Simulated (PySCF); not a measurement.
# CdN: bond curves at several levels of theory

What are the lowest state that PBE0 finds, the bond length, vibrational wavenumber and bond energy of CdN, and how much do these hang on the method?

The runs use PySCF 2.14.0; Cd x2c-TZVPPall, N x2c-TZVPPall, spin-free X2C with a Gaussian nucleus.

### 1 Set-up

Settings of the job:

```
atoms                         : Cd, N
charge                        : 0
basis                         : Cd x2c-TZVPPall, N x2c-TZVPPall
Hamiltonian                   : spin-free X2C with a Gaussian nucleus
basis functions               : 110
electrons treated             : 55
masses in u                   : 113.9034, 14.0031
levels                        : PBE0, PBE, r²SCAN, M06-2X, TPSS, B97-3, MN15, LC-ωPBE, HF, MP2, SCS-MP2, CCSD, CCSD(T)
grid                          : 80 radial by 434 angular points
occupations                   : held fixed by the projection of orbital angular momentum
dissociation limit            : Cd + N, each in its ground configuration
starting distance in angstrom : 2.055
values of 2S to try           : 1, 3
```

Run with:

```
$ OMP_NUM_THREADS=2 python dia.py task.json out
```

Further steps of the session: First curve: PBE0; Excited determinants; PBE (GGA); r²SCAN; M06-2X (hybrid meta-GGA); TPSS (meta-GGA); B97-3; MN15; LC-ωPBE (range-separated hybrid); ROHF (mean field); MP2 and coupled cluster.

Q: Predict the outcome of this session. Wanted: for each run, Re; ωe; De; μ.

As calculated:

Lowest PBE0 solution found, without spin–orbit coupling: ⁴Σ⁻ (quartet), unpaired electrons σ ↑, π ↑↑. State 2 has its PBE0 minimum 0.50 eV higher, as a spin-mixed determinant (⟨S²⟩ = 1.76), so this is no gap between pure states. State 3 has its PBE0 minimum 0.83 eV higher, as a spin-mixed determinant (⟨S²⟩ = 1.77), so this is no gap between pure states. The other levels ran on the lowest alone.

```csv
level,Re (Å),ωe (cm⁻¹),De (eV),μ (D)
PBE,2.322,254.5,0.366,-1.28
TPSS,2.298,272.8,0.338,-1.37
r²SCAN,2.315,248.9,0.271,-1.13
PBE0,2.334,222.1,0.172,-1.24
B97-3,2.506,128.4,0.082,-1.03
MN15,2.474,133.0,0.115,-0.60
LC-ωPBE,2.191,350,0.217,-1.91
```

De is counted to Cd + N in their ground configurations. A positive dipole means Cd(−)N(+). No constants: ROHF (no minimum is bracketed among the points kept); ROHF-MP2 (no minimum is bracketed among the points kept); ROHF-SCS-MP2 (no minimum is bracketed among the points kept); ROHF-CCSD (no minimum is bracketed among the points kept); ROHF-CCSD(T) (no minimum is bracketed among the points kept); M06-2X (fits of two degrees disagree).

What this shows: The methods spread over 0.315 Å in bond length, from LC-ωPBE to B97-3. Of the levels with a De here, B97-3 gives the least (0.082 eV) and PBE the most (0.366 eV).

Correlated steps freeze 15 core orbitals. The bond is weak, and basis-set superposition, which was not computed, may be a sizeable part of it. Spin–orbit coupling is left out.
